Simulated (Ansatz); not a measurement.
# YCu: geometry and frequencies at several levels

Wanted for YCu: geometry and frequencies at several levels.

Method: the levels named in each step, in Ansatz 0.2.0.

## (1) The starting structure

Bond lengths: Cu1–Y2 2.898 Å.

Structure file:

```xyz
2

Cu    0.0000    0.0000    0.0000
Y     0.0000    0.0000    2.8981
```

## (2) A rough first relaxation, PBE-D4/def2-SVP

input.yaml reads:

```yaml
crystal:
  periodic: [false, false, false]
  atoms:
    - { symbol: Cu, position_ang: [0.0, 0.0, 0.0] }
    - { symbol: "Y", position_ang: [0.0, 0.0, 2.8981] }
basis:
  gaussian: { orbitals: def2-SVP }
hamiltonian:
  xc: pbe
  dispersion: d4
relax:
  f_tol: 0.03
  max_steps: 200
```

Launch:

```bash
ansatz run input.yaml --threads 2 --pin off --max-ram 5120MiB --backend cpu --events-out ev --progress --plain --runs-dir out
```

Output (excerpt; [...] marks lines left out):

```text
Warning: RAYON_NUM_THREADS=2 ignored (pool sized by the plan → 2); use --threads N
[...]
Functional definition: PBE
[...]
673 factors; their error is unknown
[...]
mean field -45667.86898645 eV, -1678.2632304585 hartree, gradient 7.0e-6 eV, S^2 0.000000; 8 other end points of the search recorded, 0 dependent functions left out
[...]
reference -45667.86902107 eV, -1678.2632317310 hartree; 20, 20 occupied and 42, 42 virtual orbitals, 673 factors
relax step   1: F+E_penalty+E_count = -45667.92576263 eV  Δ(F+E_penalty+E_count) = +0.000e0 eV  max|allowed force component| = 1.069e0 eV/Å  Δτ_max = 0.0000 Å  (376 SCF iters, accepted)
[...]
relax step   4: F+E_penalty+E_count = -45668.12576773 eV  Δ(F+E_penalty+E_count) = -5.653e-2 eV  max|allowed force component| = 1.533e-1 eV/Å  Δτ_max = 0.0815 Å  (34 SCF iters, accepted)
[...]
relax step   5: F+E_penalty+E_count = -45668.12792357 eV  Δ(F+E_penalty+E_count) = -2.156e-3 eV  max|allowed force component| = 2.654e-2 eV/Å  Δτ_max = 0.0119 Å  (35 SCF iters, accepted)
673 factors; their error is unknown
[...]
mean field -45668.07899191 eV, -1678.2709480170 hartree, gradient 3.3e-5 eV, S^2 0.000000; 9 other end points of the search recorded, 0 dependent functions left out
[...]
reference -45668.07902637 eV, -1678.2709492833 hartree; 20, 20 occupied and 42, 42 virtual orbitals, 673 factors
Total energy: -45668.12795803 eV, -1678.2727474885 hartree
Atom 0 at    -0.000000    -0.000000     0.155745 Å, force    -0.000000    -0.000000     0.026544 eV/Å
Atom 1 at     0.000000     0.000000     2.742355 Å, force     0.000000    -0.000000    -0.026544 eV/Å
Dipole moment:    -0.000000     0.000000     0.134555 e Å
```

Wall time 15 s (2 threads of Oxide Virtual Turin-like (Zen 5), shared host); peak memory 0.14 GiB.

Relaxation path:

```
step  energy from step 1 (eV)  largest force component (eV/Å)
   1                   0.0000                          1.0688
   2                  -0.1414                          0.6981
   3                  -0.1435                          0.9371
   4                  -0.2000                          0.1533
   5                  -0.2022                          0.0265
```

Step 1 is the start.

Before: Bond lengths: Cu1–Y2 2.898 Å.

After: Bond lengths: Cu1–Y2 2.587 Å.

## (3) Relaxation, HF/def2-SVP

input.yaml reads:

```yaml
crystal:
  periodic: [false, false, false]
  atoms:
    - { symbol: Cu, position_ang: [0.0, 0.0, 0.15574453] }
    - { symbol: "Y", position_ang: [0.0, 0.0, 2.74235547] }
basis:
  gaussian: { orbitals: def2-SVP }
hamiltonian:
  xc: hf
relax:
  f_tol: 0.002
  max_steps: 150
```

Launch:

```bash
ansatz run input.yaml --threads 2 --pin off --max-ram 5120MiB --backend cpu --events-out ev --progress --plain --runs-dir out
```

Output (excerpt; [...] marks lines left out):

```text
Warning: RAYON_NUM_THREADS=2 ignored (pool sized by the plan → 2); use --threads N
[...]
Functional definition: HF
[...]
706 factors; integrals over basis functions are off by at most 1.8e-4 eV
[...]
mean field -45619.58743523 eV, -1676.4889161778 hartree, gradient 1.3e-5 eV, S^2 0.000000; 0 other end points of the search recorded, 0 dependent functions left out
[...]
reference -45619.58743523 eV, -1676.4889161778 hartree; 20, 20 occupied and 42, 42 virtual orbitals, 706 factors
relax step   1: F+E_penalty+E_count = -45619.58743523 eV  Δ(F+E_penalty+E_count) = +0.000e0 eV  max|allowed force component| = 1.779e0 eV/Å  Δτ_max = 0.0000 Å  (86 SCF iters, accepted)
[...]
relax step   4: F+E_penalty+E_count = -45619.86319387 eV  Δ(F+E_penalty+E_count) = -2.402e-3 eV  max|allowed force component| = 1.543e-2 eV/Å  Δτ_max = 0.0174 Å  (52 SCF iters, accepted)
[...]
relax step   5: F+E_penalty+E_count = -45619.86323397 eV  Δ(F+E_penalty+E_count) = -4.010e-5 eV  max|allowed force component| = 8.056e-4 eV/Å  Δτ_max = 0.0025 Å  (41 SCF iters, accepted)
706 factors; integrals over basis functions are off by at most 1.8e-4 eV
[...]
mean field -45619.86323397 eV, -1676.4990515945 hartree, gradient 1.5e-5 eV, S^2 0.000000; 1 other end points of the search recorded, 0 dependent functions left out
[...]
reference -45619.86323397 eV, -1676.4990515945 hartree; 20, 20 occupied and 42, 42 virtual orbitals, 706 factors
Total energy: -45619.86323397 eV, -1676.4990515945 hartree
Atom 0 at    -0.000000    -0.000000    -0.026817 Å, force     0.000000    -0.000000    -0.000806 eV/Å
Atom 1 at     0.000000     0.000000     2.924917 Å, force     0.000000     0.000000     0.000806 eV/Å
Dipole moment:    -0.000000     0.000000     0.101473 e Å
```

It took 4.8 s on 2 threads of Oxide Virtual Turin-like (Zen 5), shared host; peak memory 0.13 GiB.

Relaxation path:

```csv
step,E - E(step 1) (eV),largest force component (eV/Å)
1,0.0000,1.7789
2,-0.2580,0.3559
3,-0.2734,0.1241
4,-0.2758,0.0154
5,-0.2758,0.0008
```

Step 1 is the start.

Before: Bond lengths: Cu1–Y2 2.587 Å.

After: Bond lengths: Cu1–Y2 2.952 Å.

## (4) Frequencies, HF/def2-SVP

input.yaml reads:

```yaml
crystal:
  periodic: [false, false, false]
  atoms:
    - { symbol: Cu, position_ang: [0.0, 0.0, -0.02681739] }
    - { symbol: "Y", position_ang: [0.0, 0.0, 2.92491739] }
basis:
  gaussian: { orbitals: def2-SVP }
hamiltonian:
  xc: hf
phonons: {}
```

Launch:

```bash
ansatz run input.yaml --threads 2 --pin off --max-ram 5120MiB --backend cpu --events-out ev --progress --plain --runs-dir out
```

Output (excerpt; [...] marks lines left out):

```text
Warning: RAYON_NUM_THREADS=2 ignored (pool sized by the plan → 2); use --threads N
[...]
[... 1 set-up line as earlier in the session ...]
[...]
704 factors; integrals over basis functions are off by at most 1.8e-4 eV
[...]
mean field -45619.86323419 eV, -1676.4990516027 hartree, gradient 4.4e-5 eV, S^2 0.000000; 0 other end points of the search recorded, 0 dependent functions left out
[...]
reference -45619.86323419 eV, -1676.4990516027 hartree; 20, 20 occupied and 42, 42 virtual orbitals, 704 factors
[...]
704 factors; integrals over basis functions are off by at most 1.8e-4 eV
[...]
mean field -45619.86323420 eV, -1676.4990516028 hartree, gradient 4.5e-7 eV, S^2 0.000000; 0 other end points of the search recorded, 0 dependent functions left out
[...]
reference -45619.86323420 eV, -1676.4990516028 hartree; 20, 20 occupied and 42, 42 virtual orbitals, 704 factors
[...]
704 factors; integrals over basis functions are off by at most 1.8e-4 eV
[...]
704 factors; integrals over basis functions are off by at most 1.8e-4 eV
mean field -45619.86322705 eV, -1676.4990513404 hartree, gradient 3.8e-6 eV, S^2 0.000000; 0 other end points of the search recorded, 0 dependent functions left out
[...]
reference -45619.86322705 eV, -1676.4990513404 hartree; 20, 20 occupied and 42, 42 virtual orbitals, 704 factors
[...]
704 factors; integrals over basis functions are off by at most 1.8e-4 eV
mean field -45619.86322298 eV, -1676.4990511908 hartree, gradient 4.0e-6 eV, S^2 0.000000; 0 other end points of the search recorded, 0 dependent functions left out
[...]
reference -45619.86322298 eV, -1676.4990511908 hartree; 20, 20 occupied and 42, 42 virtual orbitals, 704 factors
Total energy: -45619.86323419 eV, -1676.4990516027 hartree
Atom 0 at     0.000000     0.000000    -0.026817 Å, force     0.000000    -0.000000    -0.000805 eV/Å
Atom 1 at     0.000000     0.000000     2.924917 Å, force    -0.000000     0.000000     0.000805 eV/Å
Dipole moment:    -0.000000     0.000000     0.101475 e Å
Vibrations: 146.78 cm⁻¹, zero-point energy 0.009099 eV
```

It took 8.1 s on 2 threads of Oxide Virtual Turin-like (Zen 5), shared host; peak memory 0.13 GiB.

Harmonic frequencies (cm⁻¹; negative: imaginary): 147.

## (5) Relaxation, LDA/def2-SVP

input.yaml reads:

```yaml
crystal:
  periodic: [false, false, false]
  atoms:
    - { symbol: Cu, position_ang: [0.0, 0.0, 0.15574453] }
    - { symbol: "Y", position_ang: [0.0, 0.0, 2.74235547] }
basis:
  gaussian: { orbitals: def2-SVP }
hamiltonian:
  xc: lda
relax:
  f_tol: 0.002
  max_steps: 150
```

Launch:

```bash
ansatz run input.yaml --threads 2 --pin off --max-ram 5120MiB --backend cpu --events-out ev --progress --plain --runs-dir out
```

Output (excerpt; [...] marks lines left out):

```text
Warning: RAYON_NUM_THREADS=2 ignored (pool sized by the plan → 2); use --threads N
[...]
Functional definition: SPW92
[...]
673 factors; their error is unknown
[...]
mean field -45596.46973819 eV, -1675.6393564811 hartree, gradient 2.9e-5 eV, S^2 0.000000; 8 other end points of the search recorded, 0 dependent functions left out
[...]
reference -45596.46977186 eV, -1675.6393577186 hartree; 20, 20 occupied and 42, 42 virtual orbitals, 673 factors
relax step   1: F+E_penalty+E_count = -45596.46973819 eV  Δ(F+E_penalty+E_count) = +0.000e0 eV  max|allowed force component| = 4.261e-1 eV/Å  Δτ_max = 0.0000 Å  (304 SCF iters, accepted)
[...]
relax step   3: F+E_penalty+E_count = -45596.48613801 eV  Δ(F+E_penalty+E_count) = -4.342e-4 eV  max|allowed force component| = 9.385e-3 eV/Å  Δτ_max = 0.0066 Å  (35 SCF iters, accepted)
[...]
relax step   4: F+E_penalty+E_count = -45596.48614488 eV  Δ(F+E_penalty+E_count) = -6.873e-6 eV  max|allowed force component| = 1.759e-4 eV/Å  Δτ_max = 0.0007 Å  (35 SCF iters, accepted)
673 factors; their error is unknown
[...]
mean field -45596.48614488 eV, -1675.6399594159 hartree, gradient 3.0e-5 eV, S^2 0.000000; 8 other end points of the search recorded, 0 dependent functions left out
[...]
reference -45596.48617854 eV, -1675.6399606530 hartree; 20, 20 occupied and 42, 42 virtual orbitals, 673 factors
Total energy: -45596.48617854 eV, -1675.6399606530 hartree
Atom 0 at    -0.000000    -0.000000     0.192779 Å, force     0.000000     0.000000     0.000176 eV/Å
Atom 1 at     0.000000     0.000000     2.705321 Å, force    -0.000000    -0.000000    -0.000176 eV/Å
Dipole moment:     0.000000     0.000000     0.162336 e Å
```

Wall time 6 s (2 threads of Oxide Virtual Turin-like (Zen 5), shared host); peak memory 0.14 GiB.

The steps of the relaxation:

| step | energy from step 1 (eV) | largest force component (eV/Å) |
| --- | --- | --- |
| 1 | 0.0000 | 0.4261 |
| 2 | -0.0160 | 0.0745 |
| 3 | -0.0164 | 0.0094 |
| 4 | -0.0164 | 0.0002 |

Step 1 is the start.

Before: Bond lengths: Cu1–Y2 2.587 Å.

After: Bond lengths: Cu1–Y2 2.513 Å.

## (6) Frequencies, LDA/def2-SVP

input.yaml reads:

```yaml
crystal:
  periodic: [false, false, false]
  atoms:
    - { symbol: Cu, position_ang: [0.0, 0.0, 0.19277945] }
    - { symbol: "Y", position_ang: [0.0, 0.0, 2.70532055] }
basis:
  gaussian: { orbitals: def2-SVP }
hamiltonian:
  xc: lda
phonons: {}
```

Launch:

```bash
ansatz run input.yaml --threads 2 --pin off --max-ram 5120MiB --backend cpu --events-out ev --progress --plain --runs-dir out
```

Output (excerpt; [...] marks lines left out):

```text
Warning: RAYON_NUM_THREADS=2 ignored (pool sized by the plan → 2); use --threads N
[...]
[... 1 set-up line as earlier in the session ...]
[...]
673 factors; their error is unknown
[...]
mean field -45596.48614488 eV, -1675.6399594160 hartree, gradient 2.8e-5 eV, S^2 0.000000; 8 other end points of the search recorded, 0 dependent functions left out
[...]
reference -45596.48617854 eV, -1675.6399606531 hartree; 20, 20 occupied and 42, 42 virtual orbitals, 673 factors
[...]
673 factors; their error is unknown
mean field -45596.48614488 eV, -1675.6399594159 hartree, gradient 7.2e-7 eV, S^2 0.000000; 0 other end points of the search recorded, 0 dependent functions left out
[...]
reference -45596.48617854 eV, -1675.6399606530 hartree; 20, 20 occupied and 42, 42 virtual orbitals, 673 factors
[...]
673 factors; their error is unknown
[...]
reference -45596.48617854 eV, -1675.6399606530 hartree; 20, 20 occupied and 42, 42 virtual orbitals, 673 factors
[...]
673 factors; their error is unknown
mean field -45596.48612433 eV, -1675.6399586607 hartree, gradient 1.0e-6 eV, S^2 0.000000; 0 other end points of the search recorded, 0 dependent functions left out
[...]
reference -45596.48615799 eV, -1675.6399598978 hartree; 20, 20 occupied and 42, 42 virtual orbitals, 673 factors
[...]
673 factors; their error is unknown
mean field -45596.48612502 eV, -1675.6399586863 hartree, gradient 1.0e-6 eV, S^2 0.000000; 0 other end points of the search recorded, 0 dependent functions left out
[...]
reference -45596.48615869 eV, -1675.6399599233 hartree; 20, 20 occupied and 42, 42 virtual orbitals, 673 factors
Total energy: -45596.48617854 eV, -1675.6399606531 hartree
Atom 0 at     0.000000     0.000000     0.192779 Å, force    -0.000000     0.000000     0.000176 eV/Å
Atom 1 at     0.000000     0.000000     2.705321 Å, force     0.000000    -0.000000    -0.000176 eV/Å
Dipole moment:    -0.000000    -0.000000     0.162336 e Å
Vibrations: 217.61 cm⁻¹, zero-point energy 0.013490 eV
```

It took 7.1 s on 2 threads of Oxide Virtual Turin-like (Zen 5), shared host; peak memory 0.13 GiB.

Harmonic frequencies (cm⁻¹; negative: imaginary): 218.

## (7) Relaxation, PBE-D4/def2-SVP

input.yaml reads:

```yaml
crystal:
  periodic: [false, false, false]
  atoms:
    - { symbol: Cu, position_ang: [0.0, 0.0, 0.15574453] }
    - { symbol: "Y", position_ang: [0.0, 0.0, 2.74235547] }
basis:
  gaussian: { orbitals: def2-SVP }
hamiltonian:
  xc: pbe
  dispersion: d4
relax:
  f_tol: 0.002
  max_steps: 150
```

Launch:

```bash
ansatz run input.yaml --threads 2 --pin off --max-ram 5120MiB --backend cpu --events-out ev --progress --plain --runs-dir out
```

Output (excerpt; [...] marks lines left out):

```text
Warning: RAYON_NUM_THREADS=2 ignored (pool sized by the plan → 2); use --threads N
[...]
[... 1 set-up line as earlier in the session ...]
[...]
673 factors; their error is unknown
[...]
mean field -45668.07899191 eV, -1678.2709480170 hartree, gradient 5.9e-5 eV, S^2 0.000000; 8 other end points of the search recorded, 0 dependent functions left out
[...]
reference -45668.07902637 eV, -1678.2709492833 hartree; 20, 20 occupied and 42, 42 virtual orbitals, 673 factors
relax step   1: F+E_penalty+E_count = -45668.12792357 eV  Δ(F+E_penalty+E_count) = +0.000e0 eV  max|allowed force component| = 2.654e-2 eV/Å  Δτ_max = 0.0000 Å  (323 SCF iters, accepted)
[...]
relax step   2: F+E_penalty+E_count = -45668.12798470 eV  Δ(F+E_penalty+E_count) = -6.113e-5 eV  max|allowed force component| = 4.895e-3 eV/Å  Δτ_max = 0.0019 Å  (35 SCF iters, accepted)
[...]
relax step   3: F+E_penalty+E_count = -45668.12798683 eV  Δ(F+E_penalty+E_count) = -2.133e-6 eV  max|allowed force component| = 3.682e-5 eV/Å  Δτ_max = 0.0004 Å  (21 SCF iters, accepted)
673 factors; their error is unknown
[...]
mean field -45668.07908002 eV, -1678.2709512551 hartree, gradient 3.1e-5 eV, S^2 0.000000; 8 other end points of the search recorded, 0 dependent functions left out
[...]
reference -45668.07911448 eV, -1678.2709525214 hartree; 20, 20 occupied and 42, 42 virtual orbitals, 673 factors
Total energy: -45668.12802129 eV, -1678.2727498134 hartree
Atom 0 at    -0.000000    -0.000000     0.158125 Å, force     0.000000     0.000000    -0.000037 eV/Å
Atom 1 at     0.000000     0.000000     2.739975 Å, force    -0.000000    -0.000000     0.000037 eV/Å
Dipole moment:     0.000000    -0.000000     0.132816 e Å
```

Wall time 10 s (2 threads of Oxide Virtual Turin-like (Zen 5), shared host); peak memory 0.14 GiB.

The steps of the relaxation:

| step | energy from step 1 (eV) | largest force component (eV/Å) |
| --- | --- | --- |
| 1 | 0.0000 | 0.0265 |
| 2 | -0.0001 | 0.0049 |
| 3 | -0.0001 | 0.0000 |

Step 1 is the start.

Before: Bond lengths: Cu1–Y2 2.587 Å.

After: Bond lengths: Cu1–Y2 2.582 Å.

## (8) Frequencies, PBE-D4/def2-SVP

input.yaml reads:

```yaml
crystal:
  periodic: [false, false, false]
  atoms:
    - { symbol: Cu, position_ang: [0.0, 0.0, 0.15812522] }
    - { symbol: "Y", position_ang: [0.0, 0.0, 2.73997478] }
basis:
  gaussian: { orbitals: def2-SVP }
hamiltonian:
  xc: pbe
  dispersion: d4
phonons: {}
```

Launch:

```bash
ansatz run input.yaml --threads 2 --pin off --max-ram 5120MiB --backend cpu --events-out ev --progress --plain --runs-dir out
```

Output (excerpt; [...] marks lines left out):

```text
Warning: RAYON_NUM_THREADS=2 ignored (pool sized by the plan → 2); use --threads N
[...]
[... 1 set-up line as earlier in the session ...]
[...]
673 factors; their error is unknown
[...]
mean field -45668.07908002 eV, -1678.2709512551 hartree, gradient 5.9e-5 eV, S^2 0.000000; 8 other end points of the search recorded, 0 dependent functions left out
[...]
reference -45668.07911448 eV, -1678.2709525214 hartree; 20, 20 occupied and 42, 42 virtual orbitals, 673 factors
[...]
673 factors; their error is unknown
mean field -45668.07908002 eV, -1678.2709512548 hartree, gradient 1.1e-6 eV, S^2 0.000000; 0 other end points of the search recorded, 0 dependent functions left out
[...]
reference -45668.07911447 eV, -1678.2709525211 hartree; 20, 20 occupied and 42, 42 virtual orbitals, 673 factors
[...]
673 factors; their error is unknown
[...]
reference -45668.07911447 eV, -1678.2709525211 hartree; 20, 20 occupied and 42, 42 virtual orbitals, 673 factors
[...]
673 factors; their error is unknown
mean field -45668.07904968 eV, -1678.2709501400 hartree, gradient 1.5e-6 eV, S^2 0.000000; 0 other end points of the search recorded, 0 dependent functions left out
[...]
reference -45668.07908414 eV, -1678.2709514063 hartree; 20, 20 occupied and 42, 42 virtual orbitals, 673 factors
[...]
673 factors; their error is unknown
mean field -45668.07907490 eV, -1678.2709510668 hartree, gradient 1.5e-6 eV, S^2 0.000000; 0 other end points of the search recorded, 0 dependent functions left out
[...]
reference -45668.07910936 eV, -1678.2709523331 hartree; 20, 20 occupied and 42, 42 virtual orbitals, 673 factors
Total energy: -45668.12802129 eV, -1678.2727498134 hartree
Atom 0 at     0.000000     0.000000     0.158125 Å, force     0.000000    -0.000000    -0.000036 eV/Å
Atom 1 at     0.000000     0.000000     2.739975 Å, force    -0.000000     0.000000     0.000036 eV/Å
Dipole moment:    -0.000000     0.000000     0.132818 e Å
Vibrations: 204.13 cm⁻¹, zero-point energy 0.012654 eV
```

Run time: 11 s. Hardware: 2 threads of Oxide Virtual Turin-like (Zen 5), shared host; peak memory 0.14 GiB.

Harmonic frequencies (cm⁻¹; negative: imaginary): 204.

## (9) The levels compared

| level | Cu1–Y2 (Å) | rotational constants (MHz) | dipole (D) | highest frequency (cm⁻¹) | CPU time |
| --- | --- | --- | --- | --- | --- |
| HF/def2-SVP | 2.9517 | 1574.2 | 0.49 | 147 | 8.2 s |
| LDA/def2-SVP | 2.5125 | 2172.6 | 0.78 | 218 | 10 s |
| PBE-D4/def2-SVP | 2.5818 | 2057.5 | 0.64 | 204 | 19 s |

Constants are for the commonest isotopes at the equilibrium geometry; times are CPU times of the relaxations.

## (10) What came out

| quantity | value |
| --- | --- |
| Cu1–Y2 at PBE-D4/def2-SVP | 2.582 Å |
| frequencies at PBE-D4/def2-SVP | 204 cm⁻¹ |

In words: The Cu–Y distance spreads over 0.439 Å, from LDA/def2-SVP (shortest) to HF/def2-SVP. No mode is imaginary, so the geometry is a minimum. Heavy atoms carry effective core potentials in def2 sets, and spin-orbit coupling is left out.
